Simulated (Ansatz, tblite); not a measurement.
# C30H34S4Si2: which spin state is lowest

Aim: set other spin states of C30H34S4Si2 against its singlet, on many levels of theory.

Program: Ansatz 0.2.0, Gaussian basis. Level of theory: as each input shows. These are calculated values, not measurements.

Plan: triplet, at the geometry of the singlet (GFN1-xTB, GFN2-xTB, PBE0-D4/def2-SVP, PBE-D4/def2-SVP); the singlet's energies come from earlier runs.

1 further run of the same task is left out (set aside as unsound or not needed).

**1. The structure**

The singlet was relaxed beforehand with r2SCAN-D4/def2-SVP.

SMILES `Cc1cc(-c2sc(-c3sc(-c4sc(C#C[Si](C)(C)C)cc4C)cc3C)cc2C)sc1C#C[Si](C)(C)C`, 70 atoms, charge 0, spin multiplicity 1.

Bond lengths: C1–C2 1.497 Å, C1–H37 1.100 Å, C1–H38 1.104 Å, C1–H39 1.101 Å, C2–C3 1.415 Å, C2–C30 1.399 Å, C3–C4 1.393 Å, C3–H40 1.091 Å, C4–C5 1.441 Å, C4–S29 1.743 Å, C5–S6 1.747 Å, C5–C27 1.399 Å, S6–C7 1.745 Å, C7–C8 1.440 Å, C7–C26 1.391 Å, C8–S9 1.747 Å, C8–C24 1.399 Å, S9–C10 1.745 Å and more. Angles: C2–C1–H37 111.1°, C2–C1–H38 111.0°, C2–C1–H39 111.2°, H37–C1–H38 107.7°, H37–C1–H39 108.7°, H38–C1–H39 107.0°, C1–C2–C3 124.9°, C1–C2–C30 123.1°, C3–C2–C30 112.0°, C2–C3–C4 114.3°, C2–C3–H40 122.8°, C4–C3–H40 122.8°, C3–C4–C5 129.0°, C3–C4–S29 110.3°, C5–C4–S29 120.7°, C4–C5–S6 120.1°, C4–C5–C27 129.0°, S6–C5–C27 110.9° and more.

**2. Triplet at the fixed geometry, GFN1-xTB**

Tight binding, by tblite at 300 K electronic temperature and without a spin-polarisation term:

```python
tblite.interface.Calculator('GFN1-xTB', numbers, positions, charge=0, uhf=2).singlepoint()
```

Energy -2724.3005 eV; 0.48 s.

**3. Triplet at the fixed geometry, GFN2-xTB**

Tight binding, by tblite at 300 K electronic temperature and without a spin-polarisation term:

```python
tblite.interface.Calculator('GFN2-xTB', numbers, positions, charge=0, uhf=2).singlepoint()
```

Energy -2661.5280 eV; 0.39 s.

**4. Triplet at the fixed geometry, PBE0-D4/def2-SVP**

in.yaml reads:

```yaml
crystal:
  periodic: [false, false, false]
  atoms:
    - {symbol: C, position_ang: [7.792341, 1.551951, 0.687102]}
    - {symbol: C, position_ang: [6.343754, 1.315674, 0.393033]}
    - {symbol: C, position_ang: [5.349503, 2.321754, 0.365642]}
    - {symbol: C, position_ang: [4.072716, 1.859225, 0.053981]}
    - {symbol: C, position_ang: [2.841285, 2.600077, -0.053657]}
    - {symbol: S, position_ang: [1.310957, 1.796138, 0.197777]}
    - {symbol: C, position_ang: [0.405411, 3.250427, -0.133169]}
    - {symbol: C, position_ang: [-1.034032, 3.245180, -0.101813]}
    - {symbol: S, position_ang: [-1.909486, 1.753118, -0.344183]}
    - {symbol: C, position_ang: [-3.454150, 2.535222, -0.129892]}
    - {symbol: C, position_ang: [-4.678583, 1.776954, -0.187178]}
    - {symbol: S, position_ang: [-4.666461, 0.072807, 0.181979]}
    - {symbol: C, position_ang: [-6.380974, -0.071057, -0.114499]}
    - {symbol: C, position_ang: [-7.035299, -1.304943, 0.024048]}
    - {symbol: C, position_ang: [-7.599190, -2.390873, 0.162076]}
    - {symbol: Si, position_ang: [-8.427208, -4.024628, 0.366741]}
    - {symbol: C, position_ang: [-10.280125, -3.775118, 0.169989]}
    - {symbol: C, position_ang: [-7.777120, -5.197943, -0.950811]}
    - {symbol: C, position_ang: [-8.028572, -4.682456, 2.082226]}
    - {symbol: C, position_ang: [-6.913350, 1.164306, -0.467886]}
    - {symbol: C, position_ang: [-5.968162, 2.216480, -0.516267]}
    - {symbol: C, position_ang: [-6.321991, 3.618956, -0.909608]}
    - {symbol: C, position_ang: [-3.269007, 3.896080, 0.086676]}
    - {symbol: C, position_ang: [-1.914955, 4.312075, 0.108358]}
    - {symbol: C, position_ang: [-1.501408, 5.726917, 0.377224]}
    - {symbol: C, position_ang: [1.278649, 4.301007, -0.395966]}
    - {symbol: C, position_ang: [2.651291, 3.952585, -0.355123]}
    - {symbol: C, position_ang: [3.748932, 4.927498, -0.655216]}
    - {symbol: S, position_ang: [4.103690, 0.138770, -0.225238]}
    - {symbol: C, position_ang: [5.819270, 0.052435, 0.099204]}
    - {symbol: C, position_ang: [6.510301, -1.166335, 0.036945]}
    - {symbol: C, position_ang: [7.131387, -2.229004, -0.020713]}
    - {symbol: Si, position_ang: [8.056299, -3.819637, -0.107269]}
    - {symbol: C, position_ang: [9.667944, -3.612445, 0.839444]}
    - {symbol: C, position_ang: [7.000799, -5.167834, 0.668794]}
    - {symbol: C, position_ang: [8.406099, -4.221639, -1.910967]}
    - {symbol: H, position_ang: [7.932808, 2.474716, 1.269308]}
    - {symbol: H, position_ang: [8.374001, 1.652215, -0.245640]}
    - {symbol: H, position_ang: [8.226294, 0.710361, 1.248128]}
    - {symbol: H, position_ang: [5.556455, 3.362946, 0.615609]}
    - {symbol: H, position_ang: [-10.817886, -4.730899, 0.288564]}
    - {symbol: H, position_ang: [-10.523537, -3.370218, -0.825402]}
    - {symbol: H, position_ang: [-10.668119, -3.071484, 0.924133]}
    - {symbol: H, position_ang: [-8.247671, -6.191038, -0.854817]}
    - {symbol: H, position_ang: [-7.989650, -4.816053, -1.961975]}
    - {symbol: H, position_ang: [-6.686540, -5.328426, -0.862982]}
    - {symbol: H, position_ang: [-8.391016, -3.995889, 2.863781]}
    - {symbol: H, position_ang: [-6.941867, -4.803156, 2.217830]}
    - {symbol: H, position_ang: [-8.502914, -5.664942, 2.243872]}
    - {symbol: H, position_ang: [-7.972926, 1.291011, -0.699947]}
    - {symbol: H, position_ang: [-7.276900, 3.637207, -1.454901]}
    - {symbol: H, position_ang: [-5.546546, 4.064069, -1.553057]}
    - {symbol: H, position_ang: [-6.435157, 4.276043, -0.029890]}
    - {symbol: H, position_ang: [-4.094337, 4.580501, 0.285544]}
    - {symbol: H, position_ang: [-0.629958, 5.770917, 1.049376]}
    - {symbol: H, position_ang: [-2.325448, 6.287365, 0.842155]}
    - {symbol: H, position_ang: [-1.226291, 6.258296, -0.550282]}
    - {symbol: H, position_ang: [0.937459, 5.299822, -0.669343]}
    - {symbol: H, position_ang: [3.355430, 5.791997, -1.209800]}
    - {symbol: H, position_ang: [4.546799, 4.463710, -1.256232]}
    - {symbol: H, position_ang: [4.216949, 5.315364, 0.266277]}
    - {symbol: H, position_ang: [9.479345, -3.361607, 1.895621]}
    - {symbol: H, position_ang: [10.281657, -2.806420, 0.405575]}
    - {symbol: H, position_ang: [10.260578, -4.542306, 0.811043]}
    - {symbol: H, position_ang: [6.040413, -5.274493, 0.139041]}
    - {symbol: H, position_ang: [6.778711, -4.940896, 1.723856]}
    - {symbol: H, position_ang: [7.520069, -6.140598, 0.630201]}
    - {symbol: H, position_ang: [9.009846, -3.430130, -2.383291]}
    - {symbol: H, position_ang: [7.470005, -4.317980, -2.483974]}
    - {symbol: H, position_ang: [8.959390, -5.171737, -2.000194]}
basis:
  gaussian: {orbitals: def2-SVP, fitting: {mean_field: def2-universal-jkfit}}
magnetization: {spin_polarized: true, initial_magnetization: 2}
hamiltonian: {xc: pbe0, dispersion: d4}
scf: {omitted_lower_state_checks: [starts]}
output: {orbitals: {seedname: orbitals}}
```

Run with:

```bash
> ansatz run in.yaml --threads 2 --pin off --events-out ev --progress --plain --max-ram 32768MiB --backend cuda --devices 0, --max-vram 18GiB
```

What it wrote:

```text
Functional definition: PBE0
  name "PBE0"
  cite "Adamo & Barone, J. Chem. Phys. 110, 6158 (1999) doi:10.1063/1.478522"
  cite "Perdew, Burke & Ernzerhof, Phys. Rev. Lett. 77, 3865 (1996) doi:10.1103/PhysRevLett.77.3865"
  parent pbe
  parameter a = 0.25
  parameter kappa = 0.804
  parameter beta = 0.06672455060314922
  exchange = (1 - a)*pbe_x(kappa = kappa, mu = beta*pi^2/3) + a*exact_x
  correlation = pbe_c(beta = beta)
these checks for a lower state are left out or cut short: starts
3630 factors; integrals over basis functions are off by at most 2.4e-1 eV
mean field evaluation 1: about -90603.9957 eV, gradient 1.0e2 eV
mean field evaluation 2: about -90521.5450 eV, gradient 1.5e2 eV
mean field evaluation 4: about -90654.1353 eV, gradient 2.4e1 eV
mean field evaluation 8: about -90658.9508 eV, gradient 1.7e0 eV
mean field evaluation 16: about -90658.9924 eV, gradient 8.6e-2 eV
mean field evaluation 32: about -90658.9930 eV, gradient 1.5e-3 eV
mean field -90658.99301404 eV, -3331.6565423935 hartree, gradient 6.5e-6 eV, S^2 2.038013; 0 other end points of the search recorded, 0 dependent functions left out
reference -90658.99311165 eV, -3331.6565459806 hartree; 154, 152 occupied and 544, 546 virtual orbitals, 3630 factors
Total energy: -90661.40141643 eV, -3331.7450495488 hartree
Checks for a lower state left out: starts
```

Run time: 20 s. Hardware: 1 × H100 (card shared with other runs) with 2 threads of AMD EPYC 7R13, shared host; peak host memory 1.5 GiB.

From the report: HOMO -3.33 eV, LUMO -4.02 eV (over both spins; with the spin held, an empty level of the minority spin lies below the top filled one); ⟨S²⟩ 2.038 (pure: 2.00).

**5. Triplet at the fixed geometry, PBE-D4/def2-SVP**

start.molden holds the orbitals of an earlier run on this state, given as this run's starting guess.

in.yaml, as its differences from that of step 4:

```diff
@@ -74,5 +74,5 @@
 basis:
-  gaussian: {orbitals: def2-SVP, fitting: {mean_field: def2-universal-jkfit}}
+  gaussian: {orbitals: def2-SVP, fitting: {mean_field: def2-universal-jkfit}, initial_orbitals: start.molden}
 magnetization: {spin_polarized: true, initial_magnetization: 2}
-hamiltonian: {xc: pbe0, dispersion: d4}
+hamiltonian: {xc: pbe, dispersion: d4}
 scf: {omitted_lower_state_checks: [starts]}
```

Same command.

What it wrote:

```text
Functional definition: PBE
  name "PBE"
  cite "Perdew, Burke & Ernzerhof, Phys. Rev. Lett. 77, 3865 (1996) doi:10.1103/PhysRevLett.77.3865"
  parent pbe
  parameter kappa = 0.804
  parameter beta = 0.06672455060314922
  exchange = pbe_x(kappa = kappa, mu = beta*pi^2/3)
  correlation = pbe_c(beta = beta)
these checks for a lower state are left out or cut short: starts
3630 factors; integrals over basis functions are off by at most 2.4e-1 eV
mean field evaluation 1: about -90649.8956 eV, gradient 1.1e1 eV
mean field evaluation 2: about -90650.4217 eV, gradient 6.8e-1 eV
mean field evaluation 4: about -90650.4229 eV, gradient 8.8e-2 eV
mean field evaluation 8: about -90650.4230 eV, gradient 1.9e-5 eV
mean field -90650.42303653 eV, -3331.3416015290 hartree, gradient 1.9e-5 eV, S^2 2.005491; 0 other end points of the search recorded, 0 dependent functions left out
reference -90650.42316006 eV, -3331.3416060684 hartree; 154, 152 occupied and 544, 546 virtual orbitals, 3630 factors
Total energy: -90653.19645178 eV, -3331.4435226594 hartree
Checks for a lower state left out: starts
```

Run time: 12 s. Hardware: 1 × H100 (card shared with other runs) with 2 threads of AMD EPYC 7R13, shared host; peak host memory 1.3 GiB.

HOMO -2.77 eV, LUMO -4.33 eV (over both spins; with the spin held, an empty level of the minority spin lies below the top filled one); ⟨S²⟩ 2.005 (pure: 2.00).

**6. Triplet less singlet, vertical**

The singlet's energies are those of its earlier runs, whose logs aren't repeated here.

```
           level  triplet less singlet, vertical (kcal/mol)    time
        GFN1-xTB                                      +39.8  0.83 s
        GFN2-xTB                                      +39.3  0.71 s
 PBE-D4/def2-SVP                                      +39.0    17 s
PBE0-D4/def2-SVP                                      +44.9    32 s
```

Times add the two runs; a level without a time comes out of a correlated run. Tight binding without a spin term can't rank spin states.

**7. Summary of results**

| quantity | value |
| --- | --- |
| triplet less singlet, vertical, functionals in def2-SVP | +39.0 (PBE-D4) to +44.9 kcal/mol (PBE0-D4) |

In words: All functionals put the triplet above the singlet, over a spread of 5.9 kcal/mol. The checks for a lower triplet were left out, so another state of that spin may lie lower. These are electronic energies, without zero-point motion, entropy or surroundings.
